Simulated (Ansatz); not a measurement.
**AlCl2H3OSi: how energies converge with the basis set**

One table from this session's results is given with a row withheld; the runs are named, their logs left out.

Method: one geometry, several basis sets; program: Ansatz 0.2.0, Gaussian basis.

Levels to be run: PBE0-D4/def2-SVP; ωB97M-V/def2-SVP; PBE0-D4/def2-QZVPP; ωB97M-V/def2-QZVPP; the functionals' def2-TZVPP values are taken from earlier runs.

### The geometry

The geometry comes from an earlier relaxation with PBE0-D4 in a triple-zeta def2 set; it is a stationary point, not always the lowest conformer.

SMILES `[OH][Al]([Cl])[SiH2]Cl`, 8 atoms, charge 0, spin multiplicity 1.

Atoms are counted from 1 here; the program's logs count them from 0.

Bond lengths: O1–Al2 1.685 Å, O1–H6 0.956 Å, Al2–Cl3 2.095 Å, Al2–Si4 2.440 Å, Si4–Cl5 2.066 Å, Si4–H7 1.486 Å, Si4–H8 1.486 Å. Angles: Al2–O1–H6 125.2°, O1–Al2–Cl3 120.5°, O1–Al2–Si4 117.7°, Cl3–Al2–Si4 121.8°, Al2–Si4–Cl5 109.2°, Al2–Si4–H7 112.2°, Al2–Si4–H8 112.2°, Cl5–Si4–H7 107.6°, Cl5–Si4–H8 107.6°, H7–Si4–H8 107.9°.

Set-up of the first run:

in.yaml reads:

```yaml
crystal:
  periodic: [false, false, false]
  atoms:
    - {symbol: O, position_ang: [-1.394577, 1.028553, 1.431371]}
    - {symbol: Al, position_ang: [0.099496, 0.556791, 0.810075]}
    - {symbol: Cl, position_ang: [1.877369, 1.155284, 1.743822]}
    - {symbol: Si, position_ang: [0.104938, -0.833858, -1.194481]}
    - {symbol: Cl, position_ang: [2.057519, -1.245417, -1.729288]}
    - {symbol: H, position_ang: [-1.521675, 1.570943, 2.208746]}
    - {symbol: H, position_ang: [-0.544784, -0.157487, -2.347702]}
    - {symbol: H, position_ang: [-0.586187, -2.132009, -0.978341]}
basis:
  gaussian: {orbitals: def2-SVP}
hamiltonian: {xc: pbe0, dispersion: d4}
output: {orbitals: {seedname: orbitals}}
```

The run is started by

```console
ansatz run in.yaml --threads 4 --pin off --events-out ev --progress --plain --max-ram 10444MiB
```

Steps of the session up to this table: PBE0-D4 in def2-SVP; ωB97M-V in def2-SVP; PBE0-D4 in def2-QZVPP; ωB97M-V in def2-QZVPP.

One table of the session follows, with a row left open; its other results are not shown here.

It belongs to the step «Density functionals: the series». 

```
functional       basis  HOMO (eV)  LUMO (eV)
   PBE0-D4    def2-SVP      -7.95      -1.30
   PBE0-D4  def2-TZVPP          ?          ?
   PBE0-D4  def2-QZVPP      -8.10      -1.54
   ωB97M-V    def2-SVP      -9.92       0.49
   ωB97M-V  def2-TZVPP     -10.08       0.23
   ωB97M-V  def2-QZVPP     -10.12       0.10
```

**Question.** Estimate the row for PBE0-D4, def2-TZVPP.

**Answer.** HOMO (eV): -8.07; LUMO (eV): -1.48. In the column «HOMO (eV)» it lies between PBE0-D4, def2-QZVPP (-8.10) and PBE0-D4, def2-SVP (-7.95).
